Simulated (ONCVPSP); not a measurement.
# An ONCV potential for B, from input to tests

Task: generate the file, and judge it by its errors in other configurations, its logarithmic derivatives, its ghosts and its cutoff.

Program: ONCVPSP 4.0.1. Reference atom: PBE, scalar-relativistic, spherical and spin-unpolarised. All values are calculated.

## 1. The design

Typed settings, in words:

| Property | Result |
| --- | --- |
| element | boron (B, Z = 5) |
| type | optimised norm-conserving Vanderbilt (ONCV) |
| frozen core | [He] |
| valence charge | 3 |
| reference configuration | 2s2 2p1 |
| partial waves | 2s: rc 1.15 bohr, ncon 5, nbas 8, qcut 7.2 1/bohr, 2 projectors, debl 3.4 Ha; 2p: rc 3.65 bohr, ncon 4, nbas 7, qcut 3.1 1/bohr, 2 projectors, debl 1.3 Ha; d scattering state at 0.16 Ha: rc 3.15 bohr, ncon 5, nbas 10, qcut 3.6 1/bohr, 2 projectors, debl 0.4 Ha |
| local potential | polynomial inside 0.80 bohr (lpopt 5, dvloc0 3 Ha) |
| core correction | polynomial model core, fcfact 0.3 |

The outer shells as boxes (Hund's rule for the drawing; the calculation is spin-unpolarised):

```
[He] core
2s [↑↓]
2p [↑ ][  ][  ]
```

## 2. Generation

Contents of B.dat:

```
# ATOM AND REFERENCE CONFIGURATION
# atsym  z   nc   nv     iexc    psfile
  B 5.00    1    2        4      upf
#
#   n    l    f
    1    0    2.00
    2    0    2.00
    2    1    1.00
#
# PSEUDOPOTENTIAL AND OPTIMIZATION
# lmax
    2
#
#   l,   rc,      ep,       ncon, nbas, qcut
    0    1.15    0.00    5    8    7.20
    1    3.65    0.00    4    7    3.10
    2    3.15    0.16    5   10    3.60
#
# LOCAL POTENTIAL
# lloc, lpopt,  rc(5),   dvloc0
    4    5    0.80    3.00
#
# VANDERBILT-KLEINMAN-BYLANDER PROJECTORs
# l, nproj, debl
    0    2    3.40
    1    2    1.30
    2    2    0.40
#
# MODEL CORE CHARGE
# icmod, fcfact, rcfact
    1    0.30    0.00
#
# LOG DERIVATIVE ANALYSIS
# epsh1, epsh2, depsh
   -2.00    5.00    0.02
#
# OUTPUT GRID
# rlmax, drl
    6.00    0.01
#
# TEST CONFIGURATIONS
# ncnf
    4
# nvcnf
#   n    l    f
    2
    2    0    2.00
    2    1    0.00
#
    2
    2    0    1.00
    2    1    0.00
#
    2
    2    0    2.00
    2    1    0.50
#
    2
    2    0    1.00
    2    1    2.00
#
```

On the command line:

```sh
$ oncvpsp.x < B.dat > B.out
```

Q: Predict the outcome of this session. Wanted: cutoffs for 1 and 0.1 mHa per electron, occupied waves; bound ghosts; GHOST(+) flags; configuration tests; largest phase difference near zero energy, channels read; rms error of d²Exc/dn², without and with the model core.

As calculated:

| quantity | value |
| --- | --- |
| cutoffs for 1 and 0.1 mHa per electron, occupied waves | 18 Ha and 102 Ha |
| bound ghosts | s at -104.16 eV |
| GHOST(+) flags | p at -2 eV, d at 28 eV |
| configuration tests | no usable energy difference |
| largest phase difference near zero energy, channels read | 1.270 rad |
| rms error of d²Exc/dn², without and with the model core | 1.18 and 1.08 mHa |

A bound ghost (s) makes it unfit for use: electrons can fall into a state that the atom doesn't have. Of the tests 4 gave no usable energy difference, which is a warning in itself. It counts as of middling hardness, with 18 Ha needed at the looser tolerance. The tighter tolerance needs 102 Ha, and converged work needs a cutoff nearer that. At the looser tolerance the 2s wave is the slowest; 2p needs 4 Ha. Near zero energy the largest phase difference among the channels read is 1.27 rad, in the p channel. The program also flags highly localised states, GHOST(+) (p, d). All of this concerns the isolated atom, not yet a solid.
